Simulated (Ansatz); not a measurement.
**Ir (bcc type): how the settings move a single-point run**

How sensitive is a single-point run of Ir (bcc type) to its settings? A reference run comes first, then one run with altered input.

Program: Ansatz 0.2.0. Level of theory: reference: DFT, LDA, all-electron LAPW, scalar-relativistic. These are calculated values, not measurements.

1 further run of the same task is left out (it didn't finish). Runs told in other sessions of the task aren't counted.

## (1) Starting point

The structure is cubic, space group Im-3m (No. 229). The conventional cell has a = 2.817 Å, b = 2.817 Å, c = 2.817 Å, α = 90.00°, β = 90.00°, γ = 90.00°. Ir (site symmetry m-3m) has 8 Ir at 2.44 Å in its first shell of neighbours.

Coordinates:

```cif
data_structure
_symmetry_space_group_name_H-M 'P 1'
_symmetry_Int_Tables_number 1
_cell_length_a 2.4399
_cell_length_b 2.4399
_cell_length_c 2.4399
_cell_angle_alpha 109.471
_cell_angle_beta 109.471
_cell_angle_gamma 109.471
_cell_volume 11.18
loop_
_atom_site_label
_atom_site_type_symbol
_atom_site_fract_x
_atom_site_fract_y
_atom_site_fract_z
_atom_site_occupancy
Ir1 Ir 0.00000 0.00000 0.00000 1
```

## (2) Reference

Input file input.yaml:

```yaml
crystal:
  lattice:
    - [-1.4086968972, 1.4086968972, 1.4086968972]
    - [1.4086968972, -1.4086968972, 1.4086968972]
    - [1.4086968972, 1.4086968972, -1.4086968972]
  atoms:
    - { symbol: Ir, position: [0.0, 0.0, 0.0] }
kpoints:
  mp_grid: { grid: [20, 20, 20] }
scf:
  occupations: { method: fermi_dirac, width: 0.08 }
hamiltonian:
  xc: lda
  pseudopotentials: { kind: all_electron, lapw: { basis_error: 0.001 } }
output:
  forces: true
  stress: true
  eigenvalues: true
  populations: true
```

Run with:

```
> ansatz run input.yaml --threads 1 --pin off --max-ram 2048MiB --backend cpu --events-out ev --progress --plain --runs-dir out
```

## (3) Variant: xc pbesol

Changes to input.yaml since step 2:

```diff
@@ -12,3 +12,3 @@
 hamiltonian:
-  xc: lda
+  xc: pbesol
   pseudopotentials: { kind: all_electron, lapw: { basis_error: 0.001 } }
```

Q: Predict the outcome of this session. Wanted: for each run, ending; energy change; pressure; gap; force.

The runs gave:

| run | ending | energy change | pressure (GPa) | gap (eV) | force (eV/Å) | cycles | time |
| --- | --- | --- | --- | --- | --- | --- | --- |
| reference | converged | - | 162.8 | 0.00 | 0.00 | 7 | 43 s |
| 1: xc pbesol | converged | not comparable | 171.8 | 0.00 | 0.00 | 7 | 46 s |

Residual by cycle in the longest SCF loop of each run; runs are numbered as in the table. The quantity is the density residual dr2, in eV.

| cycle | reference | run 1 |
| --- | --- | --- |
| 1 | 0.0091 | 0.0118 |
| 2 | 0.00165 | 0.0024 |
| 3 | 8.9e-4 | 0.00128 |
| 4 | 2.5e-4 | 3.5e-4 |
| 5 | 4.7e-5 | 5.8e-5 |
| 6 | 1.1e-6 | 9.9e-7 |
| 7 | 1.4e-8 | 1.3e-8 |

**Reading.** A change of functional puts the total energy on another scale; the pressure goes from 162.8 to 171.8 GPa. At this fixed cell a higher pressure means that this functional prefers a larger volume than the reference. The structure is not at rest: the sound run finds 163 GPa, so these are no properties of the relaxed crystal. 
